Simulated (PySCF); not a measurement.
# C₇H₆O₂: reorganisation energies

Aim: compute the reorganisation energies of C₇H₆O₂ (`CC1=CC(=O)C(=O)C=C1`).

Computed with PySCF 2.14.0 and routines of our own; the level stands in each step. Atoms count from 0.

## Step 1: The system as given

15 atoms, charge 0, multiplicity 1; geometry from: GFN2-xTB.

## Step 2: Optimising the geometry at PBE0/def2-SV(P)

Job settings and geometry (Å):

```
{"job": {"xc": "PBE0", "basis": "def2-SV(P)", "grid": 1, "kind": "geom"}, "charge": 0, "multiplicity": 1}
C     -2.205625    -0.320309    -0.100960
C     -0.724003    -0.164074    -0.028382
C      0.112030    -1.207948     0.136727
C      1.560540    -1.057289     0.207915
O      2.317798    -1.992428     0.356642
C      2.113580     0.375709     0.083881
O      3.304751     0.584913     0.131306
C      1.121053     1.440134    -0.089459
C     -0.192895     1.180057    -0.140983
H     -2.498300    -1.361635    -0.004904
H     -2.680225     0.255769     0.692907
H     -2.575447     0.065307    -1.050639
H     -0.260543    -2.218859     0.225488
H      1.508944     2.445313    -0.172735
H     -0.906071     1.983329    -0.268717
```

Run with:

```bash
OMP_NUM_THREADS=1 python excited_run.py task.json out
```

This one command runs all jobs of the session in turn.

Log:

```text
step   0  E = -419.95911384  max force = 0.010143
step   1  E = -419.96066618  max force = 0.002098
step   2  E = -419.96069486  max force = 0.001184
step   3  E = -419.96072949  max force = 0.001795
step   4  E = -419.96075920  max force = 0.001576
step   5  E = -419.96077240  max force = 0.000708
step   6  E = -419.96077905  max force = 0.000282
optimisation converged
```

Run time: 42 s. Hardware: 1 thread of Arm Neoverse V2, shared host; peak memory 0.62 GiB.

Relaxation path:

```
step  energy from step 0 (eV)  largest force component (eV/Å)
   0                   0.0000                          0.5216
   1                  -0.0422                          0.1079
   2                  -0.0430                          0.0609
   3                  -0.0440                          0.0923
   4                  -0.0448                          0.0810
   5                  -0.0451                          0.0364
   6                  -0.0453                          0.0145
```

Distances of close pairs at the start and the end, largest changes first:

```
  bond  before (Å)  after (Å)  change (Å)
 C1–C8       1.450      1.470      +0.020
C0–H11       1.090      1.106      +0.016
C0–H10       1.090      1.106      +0.016
 C0–H9       1.086      1.101      +0.015
C8–H14       1.082      1.096      +0.015
C7–H13       1.081      1.094      +0.013
C2–H12       1.081      1.094      +0.013
 C3–C5       1.541      1.551      +0.010
```

The final coordinates are the input of the step that follows.

```
                         at the end point                value
  point group (found at 0.08 Å tolerance)                   Cs
rotational constants (GHz, main isotopes)  3.090, 1.387, 0.963
                        dipole moment (D)                 5.91
```

## Step 3: Relaxation after adding or removing an electron (C₇H₆O₂+ (doublet)): UKS PBE0/def2-SV(P)

Job settings and geometry (Å):

```
{"job": {"kind": "ionopt", "ions": [1], "xc": "PBE0", "basis": "def2-SV(P)", "grid": 1}, "charge": 1, "multiplicity": 2}
C     -2.509424    -0.605366    -0.185552
C     -1.024116    -0.450157    -0.100267
C     -0.185953    -1.503945     0.046443
C      1.268760    -1.331367     0.125886
O      2.038303    -2.256014     0.250022
C      1.819515     0.115910     0.043625
O      3.009219     0.314039     0.109986
C      0.831251     1.195522    -0.116719
C     -0.485485     0.915218    -0.183024
H     -2.814282    -1.660329    -0.106356
H     -3.008050    -0.035006     0.620196
H     -2.889359    -0.201869    -1.142729
H     -0.556748    -2.531666     0.111144
H      1.217468     2.217271    -0.179124
H     -1.208302     1.730712    -0.303983
```

With the program's defaults for keys left out, this is: UKS PBE0/def2-SV(P) geometry optimisation of the ion from the geometry of its parent, gas phase.

Log:

```text
step       E/Eh        max force   <S^2>
  0    -419.61351330   0.047160   0.7803
  1    -419.61708619   0.010973   0.7968
  2    -419.61909215   0.004021   0.7893
  3    -419.61948118   0.009339   0.7856
  4    -419.61995901   0.003497   0.7859
  5    -419.61999751   0.002727   0.7865
  6    -419.62008647   0.000863   0.7865
  7    -419.62011211   0.000945   0.7864
  8    -419.62013267   0.000423   0.7865
  9    -419.62014241   0.000817   0.7866
 10    -419.62014400   0.000257   0.7866
optimisation converged
```

Wall time 3 min (1 thread of Arm Neoverse V2, shared host); peak memory 0.63 GiB.

Key values:

```
             quantity    value
geometry moved (RMSD)  0.034 Å
                 ⟨S²⟩    0.787
```

Bonds of the start that changed most:

```
 bond  start (Å)  end (Å)
C1–C2      1.354    1.413
C8–C1      1.470    1.431
C7–C8      1.348    1.380
C0–C1      1.496    1.479
C3–C5      1.551    1.534
C5–C7      1.472    1.484
```

Mulliken spin populations:

C0 -0.01; C1 0.01; C2 0.60; C3 -0.15; O4 0.19; C5 -0.08; O6 0.09; C7 0.39; C8 -0.03; H9 0.00; H10 0.01; H11 0.01; H12 -0.03; H13 -0.02; H14 0.00

## Step 4: Relaxation after adding or removing an electron (C7H6O2− (doublet)): UKS PBE0/def2-SV(P)

Settings changed since step 3:

```diff
@@ -1,2 +1,2 @@
-{"job": {"kind": "ionopt", "ions": [1], "xc": "PBE0", "basis": "def2-SV(P)", "grid": 1}, "charge": 1, "multiplicity": 2}
+{"job": {"kind": "ionopt", "ions": [-1], "xc": "PBE0", "basis": "def2-SV(P)", "grid": 1}, "charge": -1, "multiplicity": 2}
 C     -2.509424    -0.605366    -0.185552
```

With the program's defaults for keys left out, this is: UKS PBE0/def2-SV(P) geometry optimisation of the ion from the geometry of its parent, gas phase.

Log:

```text
step       E/Eh        max force   <S^2>
  0    -420.01395637   0.074886   0.7599
  1    -420.02350757   0.012532   0.7652
  2    -420.02454323   0.006720   0.7648
  3    -420.02455948   0.008326   0.7644
  4    -420.02509679   0.001115   0.7646
  5    -420.02513402   0.001060   0.7646
  6    -420.02514732   0.000978   0.7646
  7    -420.02515167   0.000450   0.7646
  8    -420.02515383   0.000503   0.7646
  9    -420.02515540   0.000511   0.7647
 10    -420.02515703   0.000348   0.7647
optimisation converged
```

Run time: 2 min. Hardware: 1 thread of Arm Neoverse V2, shared host; peak memory 0.68 GiB.

In short:

```
             quantity    value
geometry moved (RMSD)  0.049 Å
                 ⟨S²⟩    0.765
```

Bonds of the start that changed most:

```
 bond  start (Å)  end (Å)
C8–C1      1.470    1.424
C3–C5      1.551    1.510
C5–O6      1.208    1.245
C3–O4      1.209    1.244
C7–C8      1.348    1.380
C1–C2      1.354    1.383
```

## Step 5: Reorganisation energies: UKS PBE0/def2-SV(P)

Settings changed since step 4:

```diff
@@ -1,2 +1,2 @@
-{"job": {"kind": "ionopt", "ions": [-1], "xc": "PBE0", "basis": "def2-SV(P)", "grid": 1}, "charge": -1, "multiplicity": 2}
+{"job": {"kind": "reorg", "ions": [1, -1], "xc": "PBE0", "basis": "def2-SV(P)", "grid": 1}, "charge": 0, "multiplicity": 1}
 C     -2.509424    -0.605366    -0.185552
```

Method: UKS PBE0/def2-SV(P) four-point reorganisation energy, gas phase.

Log:

```text
final grid: 61456 points
cycle   1  E = -419.7031002191  dE =  1.607e+00  |g| = 1.091e+00  |ddm| = 4.665e+00
cycle   2  E = -418.6040331664  dE =  1.099e+00  |g| = 2.577e+00  |ddm| = 5.350e+00
cycle   3  E = -419.9546435052  dE = -1.351e+00  |g| = 1.488e-01  |ddm| = 4.225e+00
cycle   4  E = -419.9585410005  dE = -3.897e-03  |g| = 9.265e-02  |ddm| = 2.895e-01
cycle   5  E = -419.9606031919  dE = -2.062e-03  |g| = 2.702e-02  |ddm| = 1.420e-01
cycle   6  E = -419.9607524805  dE = -1.493e-04  |g| = 1.084e-02  |ddm| = 3.657e-02
cycle   7  E = -419.9607763874  dE = -2.391e-05  |g| = 3.341e-03  |ddm| = 1.337e-02
cycle   8  E = -419.9607787197  dE = -2.332e-06  |g| = 1.217e-03  |ddm| = 6.344e-03
cycle   9  E = -419.9607789874  dE = -2.677e-07  |g| = 5.087e-04  |ddm| = 1.969e-03
cycle  10  E = -419.9607790514  dE = -6.400e-08  |g| = 6.007e-05  |ddm| = 7.083e-04
cycle  11  E = -419.9607790521  dE = -7.033e-10  |g| = 3.851e-05  |ddm| = 1.162e-04
cycle  12  E = -419.9607790525  dE = -4.235e-10  |g| = 9.259e-06  |ddm| = 5.654e-05
converged SCF energy = -419.9607790525

hole transfer: vertical 9.4228 eV, relaxation of the ion converged
  adiabatic 9.2692 eV, lambda(ion) 0.1537, lambda(parent) 0.1624, total 0.3160 eV

electron transfer: vertical 1.5272 eV, relaxation of the ion converged
  adiabatic 1.7518 eV, lambda(ion) 0.2246, lambda(parent) 0.2202, total 0.4448 eV
```

It took 5 s on 1 thread of Arm Neoverse V2, shared host; peak memory 0.62 GiB.

## Step 6: Outcome

| quantity | value |
| --- | --- |
| point group | Cs |
| rotational constants (main isotopes) | 3.09, 1.39, 0.96 GHz |
| geometry moved (RMSD) (step 3, UKS PBE0/def2-SV(P)) | 0.034 Å |
| geometry moved (RMSD) (step 4, UKS PBE0/def2-SV(P)) | 0.049 Å |
| hole reorganisation energy (step 5, UKS PBE0/def2-SV(P)) | 0.3160 eV |
| electron reorganisation energy (step 5, UKS PBE0/def2-SV(P)) | 0.4448 eV |

What this shows: Over 6 steps the energy fell by 0.045 eV; of the close pairs, C1–C8 changed most, 1.450 to 1.470 Å. No frequency check was run at this level, so the end point may be a saddle. In step 3 (relaxation after adding or removing an electron), among the bonds C1–C2 changes most, from 1.354 to 1.413 Å. In step 4 (relaxation after adding or removing an electron), among the bonds C8–C1 changes most, from 1.470 to 1.424 Å.
